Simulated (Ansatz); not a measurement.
# C2H8ClNO2Si: the cost of one run

All numbers below are computed with Ansatz 0.2.0 (RKS PBE0-D4/STO-3G).

## 1. The starting structure

Bond lengths: Si1–Cl2 2.130 Å, Si1–N3 1.820 Å, N3–H4 1.060 Å, N3–H5 1.060 Å, Si1–O6 1.679 Å, O6–C7 1.420 Å, C7–H8 1.110 Å, C7–H9 1.110 Å, C7–H10 1.110 Å, Si1–O11 1.679 Å, O11–C12 1.420 Å, C12–H13 1.110 Å, C12–H14 1.110 Å, C12–H15 1.110 Å. Angles (14 of 23 angles, heavy atoms first): Cl2–Si1–N3 109.5°, Cl2–Si1–O6 109.5°, Cl2–Si1–O11 109.5°, N3–Si1–O6 109.5°, N3–Si1–O11 109.5°, O6–Si1–O11 109.5°, Si1–O6–C7 125.0°, Si1–O11–C12 125.0°, Si1–N3–H4 120.0°, Si1–N3–H5 120.0°, O6–C7–H8 109.5°, O6–C7–H9 109.5°, O6–C7–H10 109.5°, O11–C12–H13 109.5°.

Coordinates:

```xyz
15

Si    0.0000    0.0000    0.0000
Cl    0.0000    0.0000    2.1300
N     1.7163    0.0000   -0.6061
H     2.2145   -0.9180   -0.7868
H     2.2175    0.9180   -0.7783
O    -0.7913    1.3709   -0.5594
C    -2.1512    1.4177   -0.9653
H    -2.7687    0.8215   -0.2614
H    -2.5023    2.4707   -0.9639
H    -2.2473    0.9975   -1.9882
O    -0.7913   -1.3709   -0.5594
C    -1.5365   -2.2685    0.2501
H    -1.2251   -2.1576    1.3097
H    -2.6187   -2.0400    0.1571
H    -1.3490   -3.3106   -0.0830
```

## 2. Relaxing the start

File input.yaml:

```yaml
crystal:
  periodic: [false, false, false]
  atoms:
    - { symbol: Si, position_ang: [0.0, 0.0, 0.0] }
    - { symbol: Cl, position_ang: [0.0, 0.0, 2.13] }
    - { symbol: "N", position_ang: [1.7163, 0.0, -0.6061] }
    - { symbol: H, position_ang: [2.2145, -0.918, -0.7868] }
    - { symbol: H, position_ang: [2.2175, 0.918, -0.7783] }
    - { symbol: O, position_ang: [-0.7913, 1.3709, -0.5594] }
    - { symbol: C, position_ang: [-2.1512, 1.4177, -0.9653] }
    - { symbol: H, position_ang: [-2.7687, 0.8215, -0.2614] }
    - { symbol: H, position_ang: [-2.5023, 2.4707, -0.9639] }
    - { symbol: H, position_ang: [-2.2473, 0.9975, -1.9882] }
    - { symbol: O, position_ang: [-0.7913, -1.3709, -0.5594] }
    - { symbol: C, position_ang: [-1.5365, -2.2685, 0.2501] }
    - { symbol: H, position_ang: [-1.2251, -2.1576, 1.3097] }
    - { symbol: H, position_ang: [-2.6187, -2.04, 0.1571] }
    - { symbol: H, position_ang: [-1.349, -3.3106, -0.083] }
basis:
  gaussian: { orbitals: STO-3G }
hamiltonian:
  xc: pbe0
  dispersion: d4
relax:
  f_tol: 0.02
  max_steps: 40
```

Started as:

```
> ansatz run input.yaml --threads 1 --pin off --max-ram 2048MiB --backend cpu --events-out ev --progress --plain --runs-dir out
```

What time and memory should one allow on 1 thread of AMD EPYC 9R45 (Zen 5), shared host?

About 26 s, with a peak of 0.2 GiB.
